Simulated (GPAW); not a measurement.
# Mg3ZnC (Pm-3m) in GPAW: convergence with k mesh

Aim: find how far k mesh must go before the results for Mg3ZnC settle, at LDA. This setting moves, with any that are tied to it; all else stays.

All numbers are computed with GPAW 26.7.0; they aren't measurements. Logs are shortened: lines on timing, memory, paths and dates and some standing lists are left out, and cuts for length are marked. The log counts tension as positive stress, the text compression.

## (1) The crystal as given

It takes space group Pm-3m (No. 221, cubic). The conventional cell has a = 4.407 Å, b = 4.407 Å, c = 4.407 Å, α = 90.00°, β = 90.00°, γ = 90.00°. Around Zn (site symmetry m-3m) lie 12 Mg at 3.12 Å. Mg (site symmetry 4/mmm) has 2 C at 2.20 Å as nearest neighbours. Around C (site symmetry m-3m) lie 6 Mg at 2.20 Å.

The cell comes from a database or a generator and needn't be the stable form of this composition.

## (2) With k mesh 2 × 2 × 2

File run.py:

```python
from ase.dft.bandgap import bandgap
from ase.io import read, write
from ase.units import GPa
from gpaw import GPAW, PW

atoms = read('Mg3ZnC.xyz')

calc = GPAW(mode=PW(800),
            xc='LDA',
            kpts={'size': (2, 2, 2), 'gamma': True},
            occupations={'name': 'fermi-dirac', 'width': 0.05},
            nbands=38,
            convergence={'density': 1e-05, 'energy': 1e-05},
            maxiter=100,
            txt='gpaw.txt')
atoms.calc = calc
energy = atoms.get_potential_energy()
forces = atoms.get_forces()
stress = atoms.get_stress()
calc.write('gs.gpw')
write('result.traj', atoms)
print(f'Energy: {energy:.6f} eV')
print('Forces (eV/A):')
print(forces.round(4))
print('Stress (GPa):', (stress / GPa).round(3))
print('Fermi level:', round(calc.get_fermi_level(), 4), 'eV')
print(f'Gap: {bandgap(calc)[0]:.4f} eV, direct: {bandgap(calc, direct=True)[0]:.4f} eV')
```

File Mg3ZnC.xyz:

```xyz
5
Lattice="4.4069310000 0.0000000000 0.0000000000 0.0000000000 4.4069310000 0.0000000000 0.0000000000 0.0000000000 4.4069310000" Properties=species:S:1:pos:R:3 pbc="T T T"
Zn     0.0000000000      0.0000000000      0.0000000000
Mg     2.2034655000      0.0000000000      2.2034655000
Mg     2.2034655000      2.2034655000      0.0000000000
Mg     0.0000000000      2.2034655000      2.2034655000
C      2.2034655000      2.2034655000      2.2034655000
```

Potentials or basis: the program's PAW data sets (release 1.2.1) made for this functional, pw.

Run with:

```console
$ OMP_NUM_THREADS=1 python run.py
```

Run time: 15 s. Hardware: 1 thread of Arm Neoverse V2, shared host; peak memory 0.21 GiB.

Results:

* Free energy: -17.0768 eV
* Pressure: -4.7 GPa
* Band gap on the k mesh: none (metal or under the smearing width)

## (3) With k mesh 3 × 3 × 3

run.py: that of step 2 with these lines changed.

```diff
@@ -9,3 +9,3 @@
             xc='LDA',
-            kpts={'size': (2, 2, 2), 'gamma': True},
+            kpts={'size': (3, 3, 3), 'gamma': True},
             occupations={'name': 'fermi-dirac', 'width': 0.05},
```

Mg3ZnC.xyz is that of step 2.

Potentials or basis: the program's PAW data sets (release 1.2.1) made for this functional, pw.

Run with:

```console
$ OMP_NUM_THREADS=1 python run.py
```

Wall time 15 s (1 thread of Arm Neoverse V2, shared host); peak memory 0.21 GiB.

What came out:

| Property | Result |
| --- | --- |
| Free energy | -16.9321 eV |
| Pressure | -4.9 GPa |
| Band gap on the k mesh | none (metal or under the smearing width) |

## (4) With k mesh 4 × 4 × 4

run.py: that of step 3 with these lines changed.

```diff
@@ -9,3 +9,3 @@
             xc='LDA',
-            kpts={'size': (3, 3, 3), 'gamma': True},
+            kpts={'size': (4, 4, 4), 'gamma': True},
             occupations={'name': 'fermi-dirac', 'width': 0.05},
```

Mg3ZnC.xyz is that of step 3.

Run with:

```console
$ OMP_NUM_THREADS=1 python run.py
```

It took 32 s on 1 thread of Arm Neoverse V2, shared host; peak memory 0.22 GiB.

The run converged. Its results:

```yaml
Free_energy: -16.8440 eV
Pressure: -4.4 GPa
Band_gap_on_the_k_mesh: none (metal or under the smearing width)
```

## (5) With k mesh 5 × 5 × 5

run.py: that of step 4 with these lines changed.

```diff
@@ -9,3 +9,3 @@
             xc='LDA',
-            kpts={'size': (4, 4, 4), 'gamma': True},
+            kpts={'size': (5, 5, 5), 'gamma': True},
             occupations={'name': 'fermi-dirac', 'width': 0.05},
```

Mg3ZnC.xyz is that of step 4.

Run with:

```console
$ OMP_NUM_THREADS=1 python run.py
```

It took 33 s on 1 thread of Arm Neoverse V2, shared host; peak memory 0.22 GiB.

Results (log left out):

| Quantity | Value |
| --- | --- |
| Free energy | -16.7650 eV |
| Pressure | -4.5 GPa |
| Band gap on the k mesh | none (metal or under the smearing width) |

## (6) With k mesh 6 × 6 × 6

run.py: that of step 5 with these lines changed.

```diff
@@ -9,3 +9,3 @@
             xc='LDA',
-            kpts={'size': (5, 5, 5), 'gamma': True},
+            kpts={'size': (6, 6, 6), 'gamma': True},
             occupations={'name': 'fermi-dirac', 'width': 0.05},
```

Mg3ZnC.xyz is that of step 5.

Potentials or basis: the program's PAW data sets (release 1.2.1) made for this functional, pw.

Run with:

```console
$ OMP_NUM_THREADS=1 python run.py
```

Wall time 60 s (1 thread of Arm Neoverse V2, shared host); peak memory 0.25 GiB.

Results (log left out):

```
Free energy            : -16.8146 eV
Pressure               : -4.3 GPa
Band gap on the k mesh : none (metal or under the smearing width)
```

## (7) With k mesh 7 × 7 × 7

run.py: that of step 6 with these lines changed.

```diff
@@ -9,3 +9,3 @@
             xc='LDA',
-            kpts={'size': (6, 6, 6), 'gamma': True},
+            kpts={'size': (7, 7, 7), 'gamma': True},
             occupations={'name': 'fermi-dirac', 'width': 0.05},
```

Mg3ZnC.xyz is that of step 6.

Run with:

```console
$ OMP_NUM_THREADS=1 python run.py
```

It took 66 s on 1 thread of Arm Neoverse V2, shared host; peak memory 0.26 GiB.

It converged, with:

```
Free energy            : -16.8034 eV
Pressure               : -4.1 GPa
Band gap on the k mesh : none (metal or under the smearing width)
```

## (8) With k mesh 8 × 8 × 8

run.py: that of step 7 with these lines changed.

```diff
@@ -9,3 +9,3 @@
             xc='LDA',
-            kpts={'size': (7, 7, 7), 'gamma': True},
+            kpts={'size': (8, 8, 8), 'gamma': True},
             occupations={'name': 'fermi-dirac', 'width': 0.05},
```

Mg3ZnC.xyz is that of step 7.

Potentials or basis: the program's PAW data sets (release 1.2.1) made for this functional, pw.

Run with:

```console
$ OMP_NUM_THREADS=1 python run.py
```

gpaw.txt:

```text
__  _  _
 | _ |_)|_||  |
 |__||  | ||/\| - 26.7.0

Input parameters:
  mode=PW(ecut=800.0),
  convergence={'density': 1e-05, 'energy': 1e-05},
  kpts=MonkhorstPack(size=(8, 8, 8), gamma=True),
  maxiter=100,
  nbands=38,
  occupations=Occupations(name='fermi-dirac', width=0.05),
  xc=XC(name='LDA')

Diagonalizing LCAO Hamiltonian
Converting LCAO to pw mode
    .----------.
   /|          |
  / |          |
 *  |          |
 | Mg   C      |
 |  .----------.
 | /   Mgg    /
 |/          /
 Zn---------*

Atoms  # Å, Bohr magnetons
|   | symbol |        x |        y |        z |    initial magnetic moments |
|---|--------|----------|----------|----------|-----------------------------|
| 0 |     Zn | 0.000000 | 0.000000 | 0.000000 | ( 0.0000,  0.0000,  0.0000) |
| 1 |     Mg | 2.203466 | 0.000000 | 2.203466 | ( 0.0000,  0.0000,  0.0000) |
| 2 |     Mg | 2.203466 | 2.203466 | 0.000000 | ( 0.0000,  0.0000,  0.0000) |
| 3 |     Mg | 0.000000 | 2.203466 | 2.203466 | ( 0.0000,  0.0000,  0.0000) |
| 4 |      C | 2.203466 | 2.203466 | 2.203466 | ( 0.0000,  0.0000,  0.0000) |

Unit cell  # Å
| periodic |        x |        y |        z |  lengths |    angles |
|----------|----------|----------|----------|----------|-----------|
|      yes | 4.406931 | 0.000000 | 0.000000 | 4.406931 | 90.000000 |
|      yes | 0.000000 | 4.406931 | 0.000000 | 4.406931 | 90.000000 |
|      yes | 0.000000 | 0.000000 | 4.406931 | 4.406931 | 90.000000 |

Number of symmetries: 48
Symmetry operations  # r_c * U_cc + t_c -> r_c
|    | kind |            matrix            |
|----|------|------------------------------|
|  0 |  E   |  1, 0, 0,  0, 1, 0,  0, 0, 1 |
|  1 |  σ   |  1, 0, 0,  0, 1, 0,  0, 0,-1 |
|  2 |  σ   |  1, 0, 0,  0, 0, 1,  0, 1, 0 |
|  3 |  C4  |  1, 0, 0,  0, 0, 1,  0,-1, 0 |
|  4 |  C4  |  1, 0, 0,  0, 0,-1,  0, 1, 0 |
|  5 |  σ   |  1, 0, 0,  0, 0,-1,  0,-1, 0 |
|  6 |  σ   |  1, 0, 0,  0,-1, 0,  0, 0, 1 |
|  7 |  C2  |  1, 0, 0,  0,-1, 0,  0, 0,-1 |
|  8 |  σ   |  0, 1, 0,  1, 0, 0,  0, 0, 1 |
|  9 |  C2  |  0, 1, 0,  1, 0, 0,  0, 0,-1 |
| 10 |  C3  |  0, 1, 0,  0, 0, 1,  1, 0, 0 |
| 11 |  S6  |  0, 1, 0,  0, 0, 1, -1, 0, 0 |
| 12 |  S6  |  0, 1, 0,  0, 0,-1,  1, 0, 0 |
| 13 |  C3  |  0, 1, 0,  0, 0,-1, -1, 0, 0 |
| 14 |  C4  |  0, 1, 0, -1, 0, 0,  0, 0, 1 |
| 15 |  S4  |  0, 1, 0, -1, 0, 0,  0, 0,-1 |
| 16 |  C3  |  0, 0, 1,  1, 0, 0,  0, 1, 0 |
| 17 |  S6  |  0, 0, 1,  1, 0, 0,  0,-1, 0 |
| 18 |  σ   |  0, 0, 1,  0, 1, 0,  1, 0, 0 |
| 19 |  C4  |  0, 0, 1,  0, 1, 0, -1, 0, 0 |
| 20 |  C2  |  0, 0, 1,  0,-1, 0,  1, 0, 0 |
| 21 |  S4  |  0, 0, 1,  0,-1, 0, -1, 0, 0 |
| 22 |  S6  |  0, 0, 1, -1, 0, 0,  0, 1, 0 |
| 23 |  C3  |  0, 0, 1, -1, 0, 0,  0,-1, 0 |
| 24 |  S6  |  0, 0,-1,  1, 0, 0,  0, 1, 0 |
| 25 |  C3  |  0, 0,-1,  1, 0, 0,  0,-1, 0 |
| 26 |  C4  |  0, 0,-1,  0, 1, 0,  1, 0, 0 |
| 27 |  σ   |  0, 0,-1,  0, 1, 0, -1, 0, 0 |
| 28 |  S4  |  0, 0,-1,  0,-1, 0,  1, 0, 0 |
| 29 |  C2  |  0, 0,-1,  0,-1, 0, -1, 0, 0 |
| 30 |  C3  |  0, 0,-1, -1, 0, 0,  0, 1, 0 |
| 31 |  S6  |  0, 0,-1, -1, 0, 0,  0,-1, 0 |
| 32 |  C4  |  0,-1, 0,  1, 0, 0,  0, 0, 1 |
| 33 |  S4  |  0,-1, 0,  1, 0, 0,  0, 0,-1 |
| 34 |  S6  |  0,-1, 0,  0, 0, 1,  1, 0, 0 |
| 35 |  C3  |  0,-1, 0,  0, 0, 1, -1, 0, 0 |
| 36 |  C3  |  0,-1, 0,  0, 0,-1,  1, 0, 0 |
| 37 |  S6  |  0,-1, 0,  0, 0,-1, -1, 0, 0 |
| 38 |  σ   |  0,-1, 0, -1, 0, 0,  0, 0, 1 |
| 39 |  C2  |  0,-1, 0, -1, 0, 0,  0, 0,-1 |
| 40 |  σ   | -1, 0, 0,  0, 1, 0,  0, 0, 1 |
| 41 |  C2  | -1, 0, 0,  0, 1, 0,  0, 0,-1 |
| 42 |  C2  | -1, 0, 0,  0, 0, 1,  0, 1, 0 |
| 43 |  S4  | -1, 0, 0,  0, 0, 1,  0,-1, 0 |
| 44 |  S4  | -1, 0, 0,  0, 0,-1,  0, 1, 0 |
| 45 |  C2  | -1, 0, 0,  0, 0,-1,  0,-1, 0 |
| 46 |  C2  | -1, 0, 0,  0,-1, 0,  0, 0, 1 |
| 47 |  i   | -1, 0, 0,  0,-1, 0,  0, 0,-1 |

BZ-sampling:
  Number of BZ points: 512
  Number of IBZ points: 35

  Monkhorst-Pack size: [8, 8, 8]
  Monkhorst-Pack shift: [0.0625, 0.0625, 0.0625]

K-points  # in reciprocal-cell coordinates
|     |                                coordinates |     weight |
|-----|--------------------------------------------|------------|
|   0 | (  0.00000000,   0.00000000,   0.00000000) | 0.00195312 |
|   1 | (  0.12500000,   0.00000000,   0.00000000) | 0.01171875 |
|   2 | (  0.12500000,   0.12500000,   0.00000000) | 0.02343750 |
|   3 | (  0.12500000,   0.12500000,   0.12500000) | 0.01562500 |
|   4 | (  0.25000000,   0.00000000,   0.00000000) | 0.01171875 |
|   5 | (  0.25000000,   0.12500000,   0.00000000) | 0.04687500 |
|   6 | (  0.25000000,   0.12500000,   0.12500000) | 0.04687500 |
|   7 | (  0.25000000,   0.25000000,   0.00000000) | 0.02343750 |
|   8 | (  0.25000000,   0.25000000,   0.12500000) | 0.04687500 |
|   9 | (  0.25000000,   0.25000000,   0.25000000) | 0.01562500 |
| ... |                                            |            |
|  34 | (  0.50000000,   0.50000000,   0.50000000) | 0.00195312 |

Plane wave coefficients: 4436
Cutoff: 800.0 eV

Spin-components: 1 (collinear spins)
Bands:           38
Projectors:      26
Spin-degeneracy: 2
Datatype:        complex128

Parallelization:
  kpt:    1
  domain: 1
  band:   1

Density:
  Valence electrons: 46.0
  Components: 1
  Grid points: [30 30 30]
  Charge: 0.0  # |e|

Potential:
  Grid points: [30 30 30]

species:
  Zn:
    name:    Zinc
    Z:       30.0
    valence: 12
    core:    18
    charge:  0.0  # [|e|]
    compensation charges:
      type: gauss
      rc: 0.37  # [Å]
      lmax: 2
    cutoffs:
      filter: 2.14  # [Å]
      core: 2.28  # [Å]
    projectors
    | kind |    occ | energy [eV] | rcut [Å] |
    |------|--------|-------------|----------|
    |   4s |  2.000 |      -6.218 |    1.286 |
    |   4p |  0.000 |      -1.230 |    1.270 |
    |   3d | 10.000 |     -10.426 |    1.180 |
    |    s |        |      20.994 |    1.286 |
    |    p |        |      25.981 |    1.270 |
    |    d |        |      16.786 |    1.180 |

    Using partial waves for Zn as LCAO basis

  Mg:
    name:    Magnesium
    Z:       12.0
    valence: 10
    core:    2
    charge:  0.0  # [|e|]
    compensation charges:
      type: gauss
      rc: 0.33  # [Å]
      lmax: 2
    cutoffs:
      filter: 1.86  # [Å]
      core: 0.54  # [Å]
    projectors
    | kind |    occ | energy [eV] | rcut [Å] |
    |------|--------|-------------|----------|
    |   2s |  2.000 |     -79.291 |    1.090 |
    |   3s |  2.000 |      -4.782 |    1.090 |
    |   2p |  6.000 |     -46.725 |    1.085 |
    |   3p |  0.000 |      -1.374 |    1.085 |
    |    d |        |       0.000 |    1.037 |

    Using partial waves for Mg as LCAO basis

  C:
    name:    Carbon
    Z:       6.0
    valence: 4
    core:    2
    charge:  0.0  # [|e|]
    compensation charges:
      type: gauss
      rc: 0.20  # [Å]
      lmax: 2
    cutoffs:
      filter: 1.14  # [Å]
      core: 1.14  # [Å]
    projectors
    | kind |    occ | energy [eV] | rcut [Å] |
    |------|--------|-------------|----------|
    |   2s |  2.000 |     -13.639 |    0.635 |
    |   2p |  2.000 |      -5.414 |    0.635 |
    |    s |        |      13.573 |    0.635 |
    |    p |        |      21.797 |    0.635 |
    |    d |        |       0.000 |    0.635 |

    Using partial waves for C as LCAO basis

Reference energy: -66088.394292  # eV

eigensolver:
  PPCG
  Converge bands: occupied
  niter=2

density mixing:
  MSR1-Mixer
  Pratt-step length: 0.05
  Maximum mixing coefficient: 0.75
  Old densities: 10
  SVD Regularization: 0.005
  Good broyden scale: 1.0
  Trust region scale: 1.0
  Backstep threshold: 4.0
  History deletion threshold: 6.0
  Fourier metric: weight=20.0, sigma=0.015

occupation numbers:
  Fermi-Dirac:
    width: 0.0500  # eV

poisson solver:
  ecut: 6400.0  # eV

xc functional:
  name: None

convergence criteria:
- Maximum integral of absolute [dens]ity change: 1e-05 electrons / valence electron
- Maximum [total energy] change in last 3 cyles: 1e-05 eV / valence electron
- Maximum integral of absolute [eigenst]ate change: 4e-08 eV^2 / valence electron
maximum number of iterations: 100

SCF iterations
|iter     | |      energy | eigst |  dens |
|---------|-|-------------|-------|-------|
|iter:   1| |  -20.764044 | +0.31 |       |
|iter:   2| |  -19.316898 | -1.89 | -1.09 |
|iter:   3| |  -16.840517 | -1.60 | -1.17 |
|iter:   4| |  -16.810940 | -2.99 | -1.70 |
|iter:   5| |  -16.803698 | -2.98 | -1.87 |
|iter:   6| |  -16.801148 | -4.58 | -2.58 |
|iter:   7| |  -16.801132 | -5.35 | -3.20 |
|iter:   8| |  -16.801117c| -5.66 | -3.61 |
|iter:   9| |  -16.801131c| -7.31 | -4.10 |
|iter:  10| |  -16.801129c| -8.74c| -4.75 |
|iter:  11| |  -16.801128c| -8.86c| -5.30c|

Converged in 11 steps
Energy contributions relative to reference atoms: (reference = -66088.394292)

Energy contributions:
  Kinetic:          -2.811218
  Coulomb:           8.086262
  Zero:             -0.248551
  External:          0.000000
  Xc:              -21.817882
  Entropy:          -0.019480
  Spinorbit:         0.000000
  ----------------------------
  Free energy:     -16.810868
  Extrapolated:    -16.801128

dipole moment: (-14.985230, -14.985230, -14.985230)  # |e|*Ang

Fermi level: 4.330
Eigenvalues  # (at kpt = [0.000, 0.000, 0.000])
| band index |      eig [eV] | occ [0-2] |
|------------|---------------|-----------|
|          0 |       -70.582 |     2.000 |
|        ... |               |           |
|         14 |        -2.928 |     2.000 |
|         15 |        -2.874 |     2.000 |
|         16 |        -2.874 |     2.000 |
|         17 |        -2.874 |     2.000 |
|         18 |        -0.873 |     2.000 |
|         19 |         1.679 |     2.000 |
[... 8 lines left out ...]
|         28 |        11.186 |     0.000 |
|         29 |        11.186 |     0.000 |
|        ... |               |           |
|         37 |        15.670 |     0.000 |

No gap
No difference between direct/indirect transitions

Forces  # eV/Ang
|        x |        y |       z |
|----------|----------|---------|
|  0.00000 | -0.00000 | 0.00000 |  # Zn   0
|  0.00000 |  0.00000 | 0.00000 |  # Mg   1
| -0.00000 | -0.00000 | 0.00000 |  # Mg   2
|  0.00000 |  0.00000 | 0.00000 |  # Mg   3
|  0.00000 |  0.00000 | 0.00000 |  # C    4

Stress tensor  # eV/Ang^3
|        x |        y |        z |
|----------|----------|----------|
| 0.026895 | 0.000000 | 0.000000 |
| 0.000000 | 0.026895 | 0.000000 |
| 0.000000 | 0.000000 | 0.026895 |

# Writing to gs.gpw (mode='')
```

Run time: 1.7 min. Hardware: 1 thread of Arm Neoverse V2, shared host; peak memory 0.31 GiB.

What came out:

```yaml
Free_energy: -16.8109 eV
Pressure: -4.3 GPa
Band_gap_on_the_k_mesh: none (metal or under the smearing width)
```

## (9) Result

```tsv
k mesh	energy less the tightest run, at zero smearing (meV/atom)	pressure (GPa)	SCF cycles	CPU time (s)	peak memory (GiB)
2 × 2 × 2	-50.02	-4.71	11	15	0.21
3 × 3 × 3	-21.91	-4.85	11	15	0.21
4 × 4 × 4	-6.82	-4.38	11	32	0.22
5 × 5 × 5	10.06	-4.54	11	33	0.22
6 × 6 × 6	-1.54	-4.31	11	60	0.25
7 × 7 × 7	0.71	-4.15	11	66	0.26
8 × 8 × 8	0.00	-4.31	11	100	0.31
```

Against the tightest run, the energy stays within 1 meV/atom from 7 × 7 × 7 on. Not settled before the last step: the pressure (to 0.1 GPa). Meshes of other sizes hit other points, so gaps and Fermi surfaces needn't settle smoothly. The tightest run that finished is the yardstick and may itself not be fully converged.
